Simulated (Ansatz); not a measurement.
Consider a ranking of polymorphs by energy of 2 structures of Nb (Ansatz 0.2.0, Python API).

`nb.py`:
```python
# -*- coding: utf-8 -*-
"""Polymorphs of Nb, after relaxing cells and atoms."""

import csv
import warnings

import ansatz as az
import numpy as np
import spglib


def run_phase(name, crystal):
    calc = crystal.calculation()
    calc = calc.basis(530)
    calc = calc.scf(tolerance=1e-06, max_iterations=200, self_checks="high")
    calc = calc.functional("PBEsol")
    calc = calc.kpoints(spacing=0.3).occupations("fermi_dirac", width=0.05)
    calc = calc.stress()
    calc = calc.band_table()
    calc = calc.relax(force_tolerance=0.03, cell=True)
    return calc.run(threads=1, backend="cpu")


def space_group(outcome):
    sites = outcome.report["lattice"]["sites"]
    kinds = sorted({site["symbol"] for site in sites})
    cell = (outcome.lattice.cell_ang, [site["position_frac"] for site in sites], [kinds.index(site["symbol"]) for site in sites])
    return spglib.get_spacegroup(cell, symprec=0.01)


def pressure_gpa(outcome):
    return float(np.trace(outcome.report["stress_gpa"]) / 3)


def main():
    warnings.simplefilter("ignore", az.DeckWarning)

    phases = {}
    im_3m = (
        az.Lattice.bcc(3.3279)
        .space_group(229)
        .atom("Nb", (0.0, 0.0, 0.0))
        .primitive()
    )
    phases["Im-3m"] = im_3m
    fm_3m = (
        az.Lattice.of((0.0, 2.115, 2.115), (2.115, 0.0, 2.115), (2.115, 2.115, 0.0))
        .atom("Nb", (0.0, 0.0, 0.0))
    )
    phases["Fm-3m"] = fm_3m

    done = {}
    for name, crystal in phases.items():
        try:
            done[name] = run_phase(name, crystal)
        except az.NonConvergedError as error:
            print(name, "did not converge:", str(error)[:120])

    energy = {name: o.report["energy_sigma0_ev"] / len(o.lattice.sites) for name, o in done.items()}
    lowest = min(energy.values())
    rows = [(name, len(o.lattice.sites), 1000 * (energy[name] - lowest), space_group(o), pressure_gpa(o)) for name, o in done.items()]
    rows.sort(key=lambda row: row[2])
    with open("polymorphs.csv", "w", newline="") as handle:
        writer = csv.writer(handle)
        writer.writerow(["phase", "atoms", "dE (meV/atom)", "space group", "P (GPa)"])
        writer.writerows([round(v, 4) if isinstance(v, float) else v for v in row] for row in rows)
    print(open("polymorphs.csv").read())
    print("order:", " < ".join(row[0] for row in rows))


if __name__ == "__main__":
    main()
```

Which of these structures comes out lowest, and how far apart are they?

By space group at the end of each run: Im-3m (+0 meV an atom, 17.5 Å³) and Fm-3m (+373 meV an atom, 18.3 Å³).

The run itself:

```console
$ python nb.py
phase,atoms,dE (meV/atom),space group,P (GPa)
Im-3m,1,0.0,Im-3m (229),-0.0126
Fm-3m,1,372.7017,Fm-3m (225),0.0171

order: Im-3m < Fm-3m
```

Reading the output:
- These settings explore the input space; cutoff and mesh may be short of convergence.
- The run is spin-unpolarised.
- For the metals among these phases the mesh is modest: differences between phases can be off by up to 40 meV an atom.
- The program warned that this SCF threshold is loose for forces or stresses.
- Of the deposited cell: the entry's cell lengths or inner coordinates differ somewhat from later room-temperature determinations.
- Pressure is positive in compression.
- The cells come from databases of deposited and of computed structures, and not all need be stable phases.
- The ranking holds among these structures alone, at zero temperature; the ground state may be another structure. Differences under about 40 meV an atom lie within the error of mesh and functional.
- The script silences the warnings on its input, which a real study should read.
- The whole script took 8.4 s on 1 thread of Arm Neoverse V1, on a shared host, peak memory 0.36 GiB.

(A comment or docstring line of the script was reworded after the run, the code is as it ran; lines on the test bed's own set-up are left out of the output.)
